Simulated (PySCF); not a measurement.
**GeO₂: structure of the singlet**

Aim: relax GeO₂ as a singlet from a bent start, check by its vibrations whether the end is a minimum, and collect its spectrum and constants.

Program: PySCF 2.14.0. Level of theory: PBE, basis Ge def2-TZVP, O def2-TZVP, no relativity, density fitting. These are calculated values, not measurements.

## Step 1: The system as given

3 atoms, charge 0, spin multiplicity 1.

Bond lengths: Ge1–O2 1.680 Å, Ge1–O3 1.680 Å. Angles: O2–Ge1–O3 110.0°.

Coordinates in bohr (charge 0 multiplicity 1):
```
Ge    0.0000    0.0000    0.0000
O     2.6006    0.0000    1.8209
O    -2.6006    0.0000    1.8209
```

## Step 2: The SCF at the typed geometry

The steps below are one call of a driver around PySCF. For each, scf.py gives the equivalent set-up of the SCF; relaxations use the driver's own optimiser. After this first run the driver tries any further starts and a stability analysis.

Contents of scf.py:

```python
from pyscf import gto, scf, dft
mol = gto.M(atom='''
Ge     0.000000     0.000000     0.000000
O      1.376200     0.000000     0.963600
O     -1.376200     0.000000     0.963600''',
    basis={'Ge': 'def2-TZVP', 'O': 'def2-TZVP'},
    charge=0, spin=0)
mf = dft.RKS(mol, xc='PBE')
mf.grids.atom_grid = (50, 194)
aux = {'Ge': 'def2-universal-JKFIT', 'O': 'def2-universal-JKFIT'}
mf = mf.density_fit(auxbasis=aux)
mf.conv_tol = 1e-08
mf.diis_space = 10
mf.max_cycle = 60
mf.init_guess = 'minao'
mf.verbose = 4
mf.kernel()
```

Launch:

```console
$ OMP_NUM_THREADS=2 python axn.py task.json out
```

Log, shortened:

```text
[... the frontier levels of the middle cycles are left out ...]
init E= -2226.55592053074
  HOMO = -0.377672614987897  LUMO = -0.238698070029315  gap/eV = 3.78169
cycle= 1 E= -2226.27346845529  delta_E= 0.282  |g|= 1.86  |ddm|= 2.07
  HOMO = -0.00797437776220937  LUMO = 0.0128558552460994  gap/eV = 0.56682
cycle= 2 E= -2218.26959737292  delta_E=    8  |g|= 5.65  |ddm|= 4.96
  HOMO = -0.250779523109238  LUMO = -0.223018040802892  gap/eV = 0.75543
cycle= 3 E= -2226.9320228568  delta_E= -8.66  |g|= 0.563  |ddm|= 4.28
cycle= 4 E= -2226.6045045985  delta_E= 0.328  |g|= 0.966  |ddm|= 1.93
cycle= 5 E= -2226.95147906589  delta_E= -0.347  |g|= 0.219  |ddm|= 1.86
cycle= 6 E= -2226.96215355428  delta_E= -0.0107  |g|= 0.0698  |ddm|= 0.112
cycle= 7 E= -2226.9634497877  delta_E= -0.0013  |g|= 0.0133  |ddm|= 0.0761
cycle= 8 E= -2226.96350445133  delta_E= -5.47e-05  |g|= 0.00458  |ddm|= 0.0219
cycle= 9 E= -2226.9635103963  delta_E= -5.94e-06  |g|= 0.000721  |ddm|= 0.00376
cycle= 10 E= -2226.96351053829  delta_E= -1.42e-07  |g|= 0.000179  |ddm|= 0.000891
cycle= 11 E= -2226.96351054707  delta_E= -8.78e-09  |g|= 8.29e-05  |ddm|= 0.00023
Extra cycle  E= -2226.96351027059  delta_E= 2.76e-07  |g|= 0.00107  |ddm|= 0.00114
SCF not converged.
init E= -2226.55592053074
cycle= 1 E= -2226.27346845529  delta_E= 0.282  |g|= 1.86  |ddm|= 2.07
cycle= 2 E= -2218.26959737292  delta_E=    8  |g|= 5.65  |ddm|= 4.96
cycle= 3 E= -2225.61177599042  delta_E= -7.34  |g|= 2.46  |ddm|= 3.51
[... 8 cycles left out ...]
cycle= 12 E= -2226.963370614  delta_E= 9.51e-05  |g|= 0.0262  |ddm|= 0.0275
cycle= 13 E= -2226.96350552805  delta_E= -0.000135  |g|= 0.00713  |ddm|= 0.0147
cycle= 14 E= -2226.96350658451  delta_E= -1.06e-06  |g|= 0.00577  |ddm|= 0.00633
cycle= 15 E= -2226.96349940815  delta_E= 7.18e-06  |g|= 0.00675  |ddm|= 0.00839
cycle= 16 E= -2226.96350938751  delta_E= -9.98e-06  |g|= 0.00219  |ddm|= 0.00857
cycle= 17 E= -2226.96350758863  delta_E= 1.8e-06  |g|= 0.0035  |ddm|= 0.00495
cycle= 18 E= -2226.96350918935  delta_E= -1.6e-06  |g|= 0.00236  |ddm|= 0.00202
cycle= 19 E= -2226.96350999826  delta_E= -8.09e-07  |g|= 0.00152  |ddm|= 0.0033
cycle= 20 E= -2226.96351054151  delta_E= -5.43e-07  |g|= 0.000218  |ddm|= 0.00131
SCF not converged.
init E= -2226.96351054151
cycle= 1 E= -2226.96351049891  delta_E= 4.26e-08  |g|= 0.000536  |ddm|= 0.000412
cycle= 2 E= -2226.96351015784  delta_E= 3.41e-07  |g|= 0.00144  |ddm|= 0.00108
cycle= 3 E= -2226.96351052501  delta_E= -3.67e-07  |g|= 0.0003  |ddm|= 0.00059
cycle= 4 E= -2226.96351054805  delta_E= -2.3e-08  |g|= 5.31e-05  |ddm|= 0.000208
cycle= 5 E= -2226.96351054844  delta_E= -3.9e-10  |g|= 3.53e-05  |ddm|= 6.67e-05
  HOMO = -0.25833995357247  LUMO = -0.243027536286242  gap/eV = 0.41667
Extra cycle  E= -2226.96351052797  delta_E= 2.05e-08  |g|= 0.000295  |ddm|= 0.000266
converged SCF energy = -2226.96351052797
```

This step, with its further starts and checks, needed 7.9 s of wall time on 2 threads of Arm Neoverse V1, shared host.

The test of internal stability found no lower closed-shell solution.

## Step 3: Bent start, singlet: relaxation

The program finds C2v symmetry in the start, which this walk keeps. Threshold on the gradient: 0.0003 Eh/bohr, with a further test on the energy change.

scf.py, as its differences from that of step 2:

```diff
@@ -3,3 +3,3 @@
-Ge     0.000000     0.000000     0.000000
-O      1.376200     0.000000     0.963600
-O     -1.376200     0.000000     0.963600''',
+Ge     0.000000     0.000000    -0.291050
+O      1.376200     0.000000     0.672550
+O     -1.376200     0.000000     0.672550''',
@@ -15 +14,0 @@
-mf.init_guess = 'minao'
```

The optimiser's trace:

| step | energy (Eh) | change (kJ/mol) | largest symmetric gradient (Eh/bohr) |
| --- | --- | --- | --- |
| 0 | -2226.963511 | 0.00 | 0.05548 |
| 1 | -2226.993269 | -78.13 | 0.05756 |
| 2 | -2227.013305 | -130.74 | 0.03646 |
| 3 | -2227.022667 | -155.32 | 0.01603 |
| 4 | -2227.025444 | -162.61 | 0.00509 |
| 5 | -2227.025639 | -163.12 | 0.00861 |
| 6 | -2227.025815 | -163.58 | 0.00138 |
| 7 | -2227.025819 | -163.59 | 0.00004 |

The walk took 14 s.

After 7 steps and 163.6 kJ/mol it ends at D∞h: Ge–O 1.637 Å (×2); O–Ge–O 180.0°.

## Step 4: Frequencies

On the finer grid the gradient is checked again; gradients at displacements of ±0.02 bohr then give force constants and infrared intensities.

scf.py, as its differences from that of step 3:

```diff
@@ -3,3 +3,3 @@
-Ge     0.000000     0.000000    -0.291050
-O      1.376200     0.000000     0.672550
-O     -1.376200     0.000000     0.672550''',
+Ge    -0.000000     0.000000    -0.000000
+O      1.636445    -0.000000     0.000000
+O     -1.636445    -0.000000    -0.000000''',
@@ -9 +9 @@
-mf.grids.atom_grid = (50, 194)
+mf.grids.atom_grid = (75, 302)
@@ -12 +12 @@
-mf.conv_tol = 1e-08
+mf.conv_tol = 1e-10
```

The driver hands on the density of the step before, so the log starts near convergence.

Log of the central SCF (cycles and frontier levels):

```text
init E= -2227.02572967238
  HOMO = -0.287059031646645  LUMO = -0.153388933050174  gap/eV = 3.63735
cycle= 1 E= -2227.02572965937  delta_E= 1.3e-08  |g|= 0.000255  |ddm|= 0.000151
  HOMO = -0.287054674767796  LUMO = -0.153387272314994  gap/eV = 3.63728
cycle= 2 E= -2227.02572925673  delta_E= 4.03e-07  |g|= 0.00142  |ddm|= 0.000837
  HOMO = -0.287057046829396  LUMO = -0.153388176488782  gap/eV = 3.63732
cycle= 3 E= -2227.02572967273  delta_E= -4.16e-07  |g|= 2.07e-05  |ddm|= 0.00071
  HOMO = -0.287058094393627  LUMO = -0.153388586272392  gap/eV = 3.63733
cycle= 4 E= -2227.02572967281  delta_E= -7.91e-11  |g|= 2.12e-07  |ddm|= 1.1e-05
  HOMO = -0.287058117428233  LUMO = -0.153388587671927  gap/eV = 3.63733
Extra cycle  E= -2227.02572967283  delta_E= -1.18e-11  |g|= 5.12e-07  |ddm|= 4.2e-07
converged SCF energy = -2227.02572967283
```

The whole step took 20 s.

Geometry: D∞h; Ge–O 1.636 Å (×2); O–Ge–O 180.0°.

Harmonic modes (main isotopes):

| symmetry | ω (cm⁻¹) | IR (km/mol) | μ (u) |
| --- | --- | --- | --- |
| πu | 198 | 60.2 | 20.95 |
| σg+ | 863 | 0.0 | 15.99 |
| σu+ | 1041 | 73.8 | 20.95 |

All wavenumbers are real: a minimum.

Properties at this point:

| Item | Value |
| --- | --- |
| Dipole moment | 0.00 D |
| Highest occupied level | -7.81 eV |
| Lowest empty level | -4.17 eV |
| Rotational constants | 0.1968 cm⁻¹ |
| Zero-point energy | 13.8 kJ/mol |
| Principal polarisabilities | 23.9, 23.9, 46.4 bohr³ |
| Atomisation energy without zero-point energy | 1062 kJ/mol |
| Principal traceless quadrupole moments about the centre of mass | -11.38, 5.69, 5.69 D Å |
| Entropy at 298.15 K and 1 bar | 246.4 J/(mol K) |
| Heat capacity Cp at 298.15 K | 48.2 J/(mol K) |
| Enthalpy at 298.15 K above 0 K | 11.88 kJ/mol |
| Rotational symmetry number | 2 |

Charges (e) and bond orders:

```tsv
atom	Mulliken	Löwdin	polar tensor	Mayer order to Ge1
Ge1	0.76	0.50	0.99	–
O2,3	-0.38	-0.25	-0.49	2.08
```

Mulliken populations on Ge1: s 7.12, p 13.66, d 10.36, f 0.09.

## Step 5: What came out

| quantity | value |
| --- | --- |
| minimum | singlet, D∞h |
| geometry | Ge–O 1.636 Å (×2); O–Ge–O 180.0° |
| wavenumbers (cm⁻¹) | 198 (πu), 863 (σg+), 1041 (σu+) |
| dipole moment | 0.00 D |
| highest occupied, lowest empty level | -7.81, -4.17 eV |
| polar-tensor charge of Ge1 | +0.99 e |
| zero-point energy | 13.8 kJ/mol |
| entropy at 298.15 K | 246.4 J/(mol K) |
| atomisation energy (no zero-point energy) | 1062 kJ/mol |

What this shows: The bent start (C2v) ends in a minimum of D∞h symmetry. The strongest infrared band lies at 1041 cm⁻¹ (σu+, stretch). Ge1 has a polar-tensor charge of +1.0 e (a dipole derivative, not a static charge), yet symmetry cancels the bond dipoles. Other starts or spin states, not run here, may lie lower.

The search up to here took 42 s.
